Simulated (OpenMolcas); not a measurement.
**Ag³⁺ among point charges: CASSCF and CASPT2 levels and susceptibility**

How does a field of 3 point charges split the states of Ag³⁺, and what χT follows?

Program: OpenMolcas 26.06. Level of theory: state-averaged CASSCF and CASPT2, spin-orbit coupling by RASSI with atomic mean-field integrals. These are calculated values, not measurements, unless marked.

## (1) The atom as given

```
Species                           : Ag³⁺ (silver, Z = 47, 44 electrons)
Basis                             : ANO-RCC-VDZP [6s5p3d1f], 43 functions
Scalar Hamiltonian                : DKH2, point nucleus
Inactive shells                   : 1s 2s 2p 3s 3p 3d 4s 4p
Active space                      : 8 electrons in 5 orbitals (4d)
Some configurations of this space : 4d8
Orbitals                          : optimised for each spin and parity, averaged over all roots
```

Outer shells as boxes (Hund's rule):

4d8
```
4d [↑↓][↑↓][↑↓][↑ ][↑ ]
```

The ion sits among 3 point charges of -1.5 e arranged as a planar triangle (D3h), 2.13 Å from the ion.

The work runs as a chain of OpenMolcas steps in one folder; each step below is one input file. Labels, J, g values, rates, χT and fits are worked out afterwards by a script from the matrices that RASSI stores.

## (2) GATEWAY and SEWARD: basis and integrals

The input, a.inp:

```
&GATEWAY
Coord
1

Ag 0.0 0.0 0.0
Basis=ANO-RCC-VDZP
Group=NoSym
NoMove
AngMom=0.0 0.0 0.0
AMFI
XField
3 Angstrom 0
2.130000 0.000000 0.000000 -1.500000
-1.065000 1.844634 0.000000 -1.500000
-1.065000 -1.844634 0.000000 -1.500000
&SEWARD
```

## (3) CASSCF: triplets, 10 roots

The input, a.inp:

```
&RASSCF
FileOrb=start.orb
Symmetry=1
Spin=3
nActEl=8 0 0
Inactive=18
Ras2=5
CIRoot=10 10 1
SDav=10
CIMx=300
Iter=120 100
PrWF=0.3
OrbListing=Nothing
MaxOrb=0
>>> COPY $Project.JobIph JOB001
```

start.orb holds the contracted functions of the basis, ordered by shell, or the orbitals of the step before.

## (4) Reference wave functions, singlets, 15 roots

The input, a.inp:

```
&RASSCF
FileOrb=start.orb
Symmetry=1
Spin=1
nActEl=8 0 0
Inactive=18
Ras2=5
CIRoot=15 15 1
SDav=15
CIMx=300
Iter=120 100
PrWF=0.3
OrbListing=Nothing
MaxOrb=0
>>> COPY $Project.JobIph JOB002
```

## (5) RASSI: spin-orbit coupling between the states

The input, a.inp:

```
&RASSI
NrOfJobIphs=2 10 15
1 2 3 4 5 6 7 8 9 10
1 2 3 4 5 6 7 8 9 10 11 12 13 14 15
IphNames
JOB001
JOB002
EJob
SpinOrbit
DIPRint=1.0
SOCoupling=1000.0
Subsets=2
Property=9
'ANGMOM' 1 'ANGMOM' 2 'ANGMOM' 3 'MLTPL  1' 1 'MLTPL  1' 2 'MLTPL  1' 3
'AMFI' 1 'AMFI' 2 'AMFI' 3
SOProperty=3
'ANGMOM' 1 'ANGMOM' 2 'ANGMOM' 3
```

## (6) CASPT2: IPEA 0.25, imaginary shift 0.1 (closed shells correlated: 4s 4p)

The input, a.inp:

```
>>> COPY JOB001 $Project.JobIph
&CASPT2
Multistate=10 1 2 3 4 5 6 7 8 9 10
NoMult
Frozen=14
IPEA=0.25
Imaginary=0.1
MaxIter=60
WThr=0.0 0.3 0.05
PrWF=0.5
NoMix
>>> COPY JOB002 $Project.JobIph
&CASPT2
Multistate=15 1 2 3 4 5 6 7 8 9 10 11 12 13 14 15
NoMult
Frozen=14
IPEA=0.25
Imaginary=0.1
MaxIter=60
WThr=0.0 0.3 0.05
PrWF=0.5
NoMix
```

(Steps that only read results are left out.)

**Question.** What will these runs give? Wanted: spin-free ground state; first state of the same spin within the active space; lowest level; next level.

The runs gave:

| quantity | value |
| --- | --- |
| method | SS-CASPT2, IPEA 0.25, imaginary shift 0.1 (closed shells correlated: 4s 4p) |
| spin-free ground state | 3A1, 1-fold in its orbital part |
| first state of the same spin within the active space | 3A2 at 2.3 cm⁻¹ |
| lowest level | 2-fold E, g = 0.00, 0.00, 9.97 |
| next level | 1332.8 cm⁻¹ |
| χT at 300 K | 3.37 cm³ K/mol |
| effective moment at 300 K | 5.19 μB |

Cost by method:

```tsv
method	time of its own steps	time with the reference
A. CASSCF	4.6 s	4.6 s
B. SS-CASPT2, IPEA 0.25, imaginary shift 0.1, +4s 4p	2 s	6.6 s
```

Times are of one thread on a shared host.

The spin-free ground state (3A1) comes to 100 % from free-ion F terms and keeps the highest spin of the shell. χT at 300 K is 3.37, against 1.00 cm³ K/mol for the spin alone, so orbital moment adds to it. CASPT2 does not keep the components of a term degenerate, and the means are used. The field of point charges can differ much from that of real complexes. Point charges carry no covalency, so the field is a model and not that of real ligands.
